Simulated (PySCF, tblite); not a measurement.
**C₄H₄FO₂S radical: geometry, infrared bands and EPR parameters**

Aim: predict the infrared bands and EPR parameters of C₄H₄FO₂S radical (`C[C]1OC(=S)O[C@H]1F`).

Programs: tblite 0.8.0 and PySCF 2.14.0, with density-fitted response routines of our own. Each step states its level of theory. These are calculated values for one molecule in the gas phase, unless marked as measured. Atoms count from 0, in the outputs and in this text.

### 1 The starting structure

12 atoms, charge 0, multiplicity 2; geometry from: force field or distance geometry start.

Bonds of the start (Å): C0–C1 1.41, C1–O2 1.39, O2–C3 1.40, C3–S4 1.66, C3–O5 1.40, O5–C6 1.43, C6–F7 1.35, C6–C1 1.47, C0–H8 1.13, C0–H9 1.13, C0–H10 1.10, C6–H11 1.12.

### 2 Optimising the geometry with GFN2-xTB

What the job is given:

```
{"job": {"kind": "relax", "xc": "GFN2-xTB", "basis": "xTB"}, "charge": 0, "multiplicity": 2}
C     -1.631400    -0.489900     0.349300
C     -0.267300    -0.238800     0.099300
O      0.724000    -1.216200     0.110800
C      1.887800    -0.550400    -0.281000
S      3.441900    -1.060500     0.008200
O      1.490400     0.615000    -0.938400
C      0.301900     1.057900    -0.283600
F     -0.472700     1.850900    -1.052400
H     -2.264600     0.300200    -0.148200
H     -1.868200    -0.382900     1.448000
H     -2.018900    -1.474200     0.030400
H      0.678300     1.588300     0.631500
```

Command:

```
$ OMP_NUM_THREADS=1 python probes_run.py task.json out
```

The driver reads the jobs from task.json and runs them one after another.

**Question.** This job is followed by: GFN2-xTB harmonic vibrations, gas phase; UKS B3LYP, pcH-1 on C F H O S, non-relativistic, mean-field spin-orbit, GIAO. Predict these results of the whole session: strongest single infrared mode (GFN2-xTB); zero-point energy (GFN2-xTB); g(iso) (B3LYP); ⟨S²⟩; largest a(iso) (averaged by class); potential on the surface of density 0.002 e/bohr³, 1st and 99th percentile.

The runs gave:

| quantity | value |
| --- | --- |
| strongest single infrared mode (GFN2-xTB) | 820 cm⁻¹, 184 km/mol |
| zero-point energy (GFN2-xTB) | 47.0 kcal/mol |
| g(iso) (B3LYP) | 2.00470 |
| ⟨S²⟩ | 0.757 (exact 0.75) |
| largest a(iso) (averaged by class) | 19F on F7, 265.4 MHz |
| potential on the surface of density 0.002 e/bohr³, 1st and 99th percentile | -1.12 V and 1.68 V |

What this shows: The optimisation took 86 steps and gained 0.905 eV; among the close pairs (by a distance rule), O2–C3 changed most, from 1.397 to 1.331 Å. All 30 modes are real, so the xTB geometry is a minimum. The strongest single mode, at 820 cm⁻¹, moves mainly C6. Unscaled tight-binding wavenumbers are off by several per cent, some by more. Its intensities can rank the bands wrongly. Most of the unpaired spin sits on C1 (0.81 e). The isotropic g lies 2.4 ppt above the free-electron value. The conformer search found further structures of the same energy, which may be mirror or relabelled copies of this one.
